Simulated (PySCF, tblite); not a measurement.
# C₄H₁₁B₂N: geometry, infrared bands and NMR shifts

Wanted: the infrared bands and NMR shifts of C₄H₁₁B₂N (`BNB/C=C\CC`), by calculation.

Programs: tblite 0.8.0 and PySCF 2.14.0, with density-fitted response routines of our own. Each step states its level of theory. These are calculated values for one molecule in the gas phase, unless marked as measured. Atoms count from 0, in the outputs and in this text.

## Step 1: The molecule as given

18 atoms, charge 0, multiplicity 1; geometry from: force field or distance geometry start.

Bonds of the start (Å): B0–N1 1.52, N1–B2 1.54, B2–C3 1.57, C3–C4 1.32, C4–C5 1.47, C5–C6 1.53, B0–H7 1.19, B0–H8 1.18, N1–H9 1.03, B2–H10 1.18, C3–H11 1.09, C4–H12 1.08, C5–H13 1.13, C5–H14 1.08, C6–H15 1.09, C6–H16 1.09, C6–H17 1.11.

## Step 2: Optimising the geometry with GFN2-xTB

Job settings and geometry (Å):

```
{"job": {"kind": "relax", "xc": "GFN2-xTB", "basis": "xTB"}, "charge": 0, "multiplicity": 1}
B     -3.482900    -0.022000     1.017500
N     -2.601000    -0.753100     0.016200
B     -1.115900    -0.505200     0.322500
C     -0.314800     0.088400    -0.887900
C      1.005700     0.077200    -0.939700
C      1.850900    -0.486100     0.122900
C      2.723800     0.669300     0.609300
H     -3.097700     0.873000     1.696800
H     -4.642800    -0.016800     0.777100
H     -2.847400    -0.405000    -0.916600
H     -0.674700    -1.223900     1.141400
H     -0.852500     0.522400    -1.730000
H      1.475800     0.509200    -1.812800
H      2.491000    -1.280700    -0.361700
H      1.328700    -0.895500     0.981000
H      2.444200     1.576600     0.071200
H      3.761200     0.415300     0.397800
H      2.539900     0.863100     1.688900
```

Command:

```bash
$ OMP_NUM_THREADS=1 python probes_run.py task.json out
```

This one command runs all jobs of the session in turn.

**Question.** This job is followed by: GFN2-xTB harmonic vibrations, gas phase; GIAO PBE0/pcSseg-1 NMR shielding, non-relativistic, gas phase. Predict these results of the whole session: strongest single infrared mode (GFN2-xTB); zero-point energy (GFN2-xTB); 13C shifts against TMS (PBE0/pcSseg-1); 1H shifts against TMS (PBE0/pcSseg-1, means over atoms taken as alike); 11B shifts against BF3·OEt2 (PBE0/pcSseg-1); 15N shifts against NH3 (PBE0/pcSseg-1).

**Answer**, as computed:

| quantity | value |
| --- | --- |
| strongest single infrared mode (GFN2-xTB) | 1410 cm⁻¹, 680 km/mol |
| zero-point energy (GFN2-xTB) | 93.0 kcal/mol |
| 13C shifts against TMS (PBE0/pcSseg-1) | 175.0, 138.1, 31.0, 17.2 ppm |
| 1H shifts against TMS (PBE0/pcSseg-1, means over atoms taken as alike) | 7.31, 7.30, 6.02, 5.84, 5.52, 2.68, 1.12 ppm |
| 11B shifts against BF3·OEt2 (PBE0/pcSseg-1) | 50.0, 42.7 ppm |
| 15N shifts against NH3 (PBE0/pcSseg-1) | 192.6 ppm |

What this shows: Relaxing lowered the energy by 1.720 eV in 109 steps; the close pair that moved most is B0–N1, from 1.521 to 1.404 Å. All 48 modes are real, so the xTB geometry is a minimum. Unscaled tight-binding wavenumbers are off by several per cent, some by more. Its intensities can rank the bands wrongly. At PBE0/pcSseg-1: Shielding is most anisotropic at N1 (span 311 ppm, paramagnetic term -247 ppm).
